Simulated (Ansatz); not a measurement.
# ClFGaO, SMILES [O][Ga]([F])[Cl]: a geometry optimisation

Program: Ansatz 0.2.0 through its Python package.

Notebook, run cell by cell (the value of a cell's last expression is shown):

**Cell 1**
```python
import ansatz
import numpy as np
import pandas as pd
```

**Cell 2**
```python
geometry_ang = [
    ('O', (1.2744, 0.6412, 1.3882)),
    ('Ga', (-0.1279, -0.1298, 0.0393)),
    ('F', (0.4865, -1.6325, -0.2147)),
    ('Cl', (-1.5774, 1.0609, -1.2331)),
]
clfgao = ansatz.Crystal.molecule()
for symbol, xyz in geometry_ang:
    clfgao = clfgao.atom(symbol, xyz)
```

**Cell 3**
```python
setup = clfgao.calculation()
setup = setup.basis(gaussian='def2-SVP')
setup = setup.functional('pbe0', dispersion='d3bj')
setup = setup.spin('collinear', total=1)
symbols = [site.symbol for site in clfgao.cartesian_sites]
start = np.array([site.position_ang for site in clfgao.cartesian_sites], dtype=float)
def progress(event):
    if event['event'] == 'relax_step':
        row = event['data']
        print(f'step {row["step"]:3d}  E = {row["lagrangian_ev"]:.6f} eV  largest force component {row["allowed_force_max_ev_ang"]:.4f} eV/A')
```

**Cell 4**
```python
rep = setup.relax(force_tolerance=0.005).session().plan().execute(on_event=progress).report
end = np.array(rep['positions_ang'])
```
Output:
```text
step   1  E = -69634.133582 eV  largest force component 5.4329 eV/A
step   2  E = -69635.185073 eV  largest force component 1.2442 eV/A
step   3  E = -69635.265657 eV  largest force component 0.6005 eV/A
step   4  E = -69635.275567 eV  largest force component 0.1188 eV/A
step   5  E = -69635.277277 eV  largest force component 0.0926 eV/A
step   6  E = -69635.278041 eV  largest force component 0.0038 eV/A
```

**Cell 5**
```python
for key in ('converged', 'free_energy_ev', 'reference_energy_ev', 'n_frozen', 'n_occupied', 'n_virtual'):
    print(f'{key:22s} {rep[key]}')
```
Output:
```text
converged              True
free_energy_ev         -69635.27806654034
reference_energy_ev    -69635.21879472196
n_frozen               0
n_occupied             [33, 32]
n_virtual              [45, 46]
```

**Cell 6**
```python
print('final positions (A) and the move of each atom')
for symbol, xyz, old in zip(symbols, end, start):
    print(f'{symbol:2s} {xyz[0]:10.5f} {xyz[1]:10.5f} {xyz[2]:10.5f}   {np.linalg.norm(xyz - old):7.4f}')

charges = rep['charge_distribution']
table = pd.DataFrame({'atom': symbols, 'mulliken': charges['mulliken_charges_e'], 'lowdin': charges['lowdin_charges_e']})
print(table.round(3).to_string())
print('dipole (e A):', np.round(charges['dipole_moment_e_ang'], 4) + 0.0)
```
Output:
```text
final positions (A) and the move of each atom
O     1.05282    0.75019    1.28328    0.2683
Ga    0.06232   -0.06195    0.02510    0.2025
F     0.36623   -1.74139   -0.28872    0.1783
Cl   -1.42577    0.99295   -1.03996    0.2548
  atom  mulliken  lowdin
0    O    -0.281   0.113
1   Ga     0.862  -0.432
2    F    -0.387   0.024
3   Cl    -0.194   0.295
dipole (e A): [-0.0833  0.1068 -0.0422]
```

Reading the output:
- Total energies depend on the basis set; only differences at equal settings carry meaning.
- The end point is the stationary point reached from this start; no frequency run checks that it is a minimum, and the basis set is modest.
- The species is open-shell (spin multiplicity 2).
- The Löwdin charges here are taken after orthogonalising the functions within each atom; they differ from plain Löwdin charges, and their signs can be unphysical.
- Total less reference energy is the dispersion correction.
- Run time: 69 s on 1 thread of Arm Neoverse V1 (shared host), peak memory 0.38 GiB.

(Lines on the test bed's own set-up are left out of the output.)
